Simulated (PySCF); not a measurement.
SGaH3, in a box:

```
S Ga H
1.0
    12.00000    0.00000    0.00000
     0.00000   12.00000    0.00000
     0.00000    0.00000   12.00000
S Ga H
1 1 3
Direct
  0.52297 0.37776 0.55922
  0.49228 0.53497 0.47024
  0.62504 0.40650 0.59497
  0.37712 0.54325 0.41070
  0.58535 0.62574 0.47237
```

Base run:

| Item | Value |
| --- | --- |
| Program | PySCF 2.14.0 |
| Functional | PBE |
| Potentials or basis | pob-tzvp-rev2 (all-electron) |
| k mesh | 1 × 1 × 1 |
| Occupations | fixed |
| Spin | no spin polarisation |

Its results: gap between the frontier levels 4.77 eV.

After a change of settings the same cell gave: gap between the frontier levels 4.93 eV. Which change was it?
A. functional from PBE to B3LYP; dispersion from none to D3
B. functional from PBE to r2SCAN
C. functional from PBE to TM

C.

TM gives the wider gap, since meta-GGAs in the generalised Kohn-Sham scheme recover part of the derivative discontinuity.

Caveats: this is a molecule in a periodic box at the Γ point, so its band gap is the HOMO-LUMO gap; relativity is left out, which matters for the heavier elements; the basis of atomic orbitals isn't converged, which shifts pressures, moduli and gaps.
